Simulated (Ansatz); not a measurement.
# LaSi17O36: the cost of one run

Method: DFT, PBE, plane-wave PAW, default files, scalar-relativistic, as far as a step names no other, in Ansatz 0.2.0.

### Step 1. The starting structure

It takes space group C2 (No. 5, monoclinic). The conventional cell has a = 8.514 Å, b = 14.747 Å, c = 10.818 Å, α = 90.00°, β = 90.00°, γ = 90.00°. La (site symmetry 2) has 4 O at 1.61 Å as nearest neighbours. Si (site symmetry 2) has 4 O at 1.61 Å as nearest neighbours. Si (site symmetry 1) has 4 O at 1.61 Å as nearest neighbours. Only part of the 30 independent sites is listed.

Coordinates:

```xyz
54
Lattice="7.3737 4.2572 0.0000 -7.3737 4.2572 0.0000 0.0000 0.0000 10.8182" Properties=species:S:1:pos:R:3 pbc="T T T"
La   -4.7669    4.2572    1.8030
Si   -4.7669    4.2572    7.2121
Si    0.1489    4.2572    1.8030
Si    0.1489    4.2572    7.2121
Si    5.0647    4.2572    1.8030
Si    5.0647    4.2572    7.2121
Si   -1.3034    2.2576    3.6061
Si   -1.3034    2.2576    9.0152
Si    3.6124    2.2576    3.6061
Si    3.6124    2.2576    9.0152
Si    1.1545    6.5148    3.6061
Si    1.1545    6.5148    9.0152
Si    1.1545    1.9996    0.0000
Si    1.1545    1.9996    5.4091
Si   -1.3034    6.2568    0.0000
Si   -1.3034    6.2568    5.4091
Si    3.6124    6.2568    0.0000
Si    3.6124    6.2568    5.4091
O    -0.2994    1.7633    4.7654
O    -0.2994    1.7633   10.1745
O    -2.7573    6.0205    4.7654
O    -2.7573    6.0205   10.1745
O     2.1585    6.0205    4.7654
O     2.1585    6.0205   10.1745
O     1.0805    3.1163    1.1594
O     1.0805    3.1163    6.5685
O    -1.3774    7.3735    1.1594
O    -1.3774    7.3735    6.5685
O    -3.8353    3.1163    1.1594
O    -3.8353    3.1163    6.5685
O    -0.7811    3.6348    2.9624
O    -0.7811    3.6348    8.3715
O     4.1347    3.6348    2.9624
O     4.1347    3.6348    8.3715
O    -5.6969    3.6348    2.9624
O    -5.6969    3.6348    8.3715
O    -5.6969    4.8796    0.6437
O    -5.6969    4.8796    6.0528
O    -0.7811    4.8796    0.6437
O    -0.7811    4.8796    6.0528
O     4.1347    4.8796    0.6437
O     4.1347    4.8796    6.0528
O     2.1585    2.4939    4.2497
O     2.1585    2.4939    9.6588
O    -0.2994    6.7511    4.2497
O    -0.2994    6.7511    9.6588
O    -2.7573    2.4939    4.2497
O    -2.7573    2.4939    9.6588
O    -3.8353    5.3981    2.4467
O    -3.8353    5.3981    7.8558
O     1.0805    5.3981    2.4467
O     1.0805    5.3981    7.8558
O    -1.3774    1.1409    2.4467
O    -1.3774    1.1409    7.8558
```

Atom 1 of the input is the impurity.

### Step 2. Single point at the given positions

File input.yaml:

```yaml
crystal:
  lattice:
    - [7.3737, 4.2572076799, 0.0]
    - [-7.3737, 4.2572076799, 0.0]
    - [0.0, 0.0, 10.8182]
  atoms:
    - { symbol: La, position: [0.1767666667, 0.8232333333, 0.1666666666] }
    - { symbol: Si, position: [0.1767666667, 0.8232333333, 0.6666666666] }
    - { symbol: Si, position: [0.5101, 0.4899, 0.1666666666] }
    - { symbol: Si, position: [0.5101, 0.4899, 0.6666666666] }
    - { symbol: Si, position: [0.8434333333, 0.1565666667, 0.1666666666] }
    - { symbol: Si, position: [0.8434333333, 0.1565666667, 0.6666666666] }
    - { symbol: Si, position: [0.1767666667, 0.3535333333, 0.3333333334] }
    - { symbol: Si, position: [0.1767666667, 0.3535333333, 0.8333333334] }
    - { symbol: Si, position: [0.5101, 0.0202, 0.3333333334] }
    - { symbol: Si, position: [0.5101, 0.0202, 0.8333333334] }
    - { symbol: Si, position: [0.8434333333, 0.6868666667, 0.3333333334] }
    - { symbol: Si, position: [0.8434333333, 0.6868666667, 0.8333333334] }
    - { symbol: Si, position: [0.3131333333, 0.1565666667, 0.0] }
    - { symbol: Si, position: [0.3131333333, 0.1565666667, 0.5] }
    - { symbol: Si, position: [0.6464666667, 0.8232333333, 0.0] }
    - { symbol: Si, position: [0.6464666667, 0.8232333333, 0.5] }
    - { symbol: Si, position: [0.9798, 0.4899, 0.0] }
    - { symbol: Si, position: [0.9798, 0.4899, 0.5] }
    - { symbol: O, position: [0.1868, 0.2274, 0.4405] }
    - { symbol: O, position: [0.1868, 0.2274, 0.9405] }
    - { symbol: O, position: [0.5201333333, 0.8940666667, 0.4405] }
    - { symbol: O, position: [0.5201333333, 0.8940666667, 0.9405] }
    - { symbol: O, position: [0.8534666667, 0.5607333333, 0.4405] }
    - { symbol: O, position: [0.8534666667, 0.5607333333, 0.9405] }
    - { symbol: O, position: [0.4392666667, 0.2927333333, 0.1071666666] }
    - { symbol: O, position: [0.4392666667, 0.2927333333, 0.6071666666] }
    - { symbol: O, position: [0.7726, 0.9594, 0.1071666666] }
    - { symbol: O, position: [0.7726, 0.9594, 0.6071666666] }
    - { symbol: O, position: [0.1059333333, 0.6260666667, 0.1071666666] }
    - { symbol: O, position: [0.1059333333, 0.6260666667, 0.6071666666] }
    - { symbol: O, position: [0.3739333333, 0.4798666667, 0.2738333334] }
    - { symbol: O, position: [0.3739333333, 0.4798666667, 0.7738333334] }
    - { symbol: O, position: [0.7072666667, 0.1465333333, 0.2738333334] }
    - { symbol: O, position: [0.7072666667, 0.1465333333, 0.7738333334] }
    - { symbol: O, position: [0.0406, 0.8132, 0.2738333334] }
    - { symbol: O, position: [0.0406, 0.8132, 0.7738333334] }
    - { symbol: O, position: [0.1868, 0.9594, 0.0595] }
    - { symbol: O, position: [0.1868, 0.9594, 0.5595] }
    - { symbol: O, position: [0.5201333333, 0.6260666667, 0.0595] }
    - { symbol: O, position: [0.5201333333, 0.6260666667, 0.5595] }
    - { symbol: O, position: [0.8534666667, 0.2927333333, 0.0595] }
    - { symbol: O, position: [0.8534666667, 0.2927333333, 0.5595] }
    - { symbol: O, position: [0.4392666667, 0.1465333333, 0.3928333334] }
    - { symbol: O, position: [0.4392666667, 0.1465333333, 0.8928333334] }
    - { symbol: O, position: [0.7726, 0.8132, 0.3928333334] }
    - { symbol: O, position: [0.7726, 0.8132, 0.8928333334] }
    - { symbol: O, position: [0.1059333333, 0.4798666667, 0.3928333334] }
    - { symbol: O, position: [0.1059333333, 0.4798666667, 0.8928333334] }
    - { symbol: O, position: [0.3739333333, 0.8940666667, 0.2261666666] }
    - { symbol: O, position: [0.3739333333, 0.8940666667, 0.7261666666] }
    - { symbol: O, position: [0.7072666667, 0.5607333333, 0.2261666666] }
    - { symbol: O, position: [0.7072666667, 0.5607333333, 0.7261666666] }
    - { symbol: O, position: [0.0406, 0.2274, 0.2261666666] }
    - { symbol: O, position: [0.0406, 0.2274, 0.7261666666] }
total_charge: -1
kpoints:
  mp_grid: { grid: [3, 3, 2] }
scf:
  occupations: { method: fermi_dirac, width: 0.01 }
hamiltonian:
  xc: pbe
  pseudopotentials: { kind: paw }
output:
  forces: true
  stress: true
  populations: true
  efg:
    quadrupole_moments_barn: { La: 0.206, O: -0.02558 }
    contact_densities: true
```

Launch:

```bash
> ansatz run input.yaml --threads 1 --pin off --max-ram 3072MiB --backend cpu --events-out ev --progress --plain --runs-dir out
```

Q: Estimate wall time and peak memory on 1 thread of Intel Xeon Platinum 8488C (Sapphire Rapids), shared host.

About 3.3 min, with a peak of 1.7 GiB.
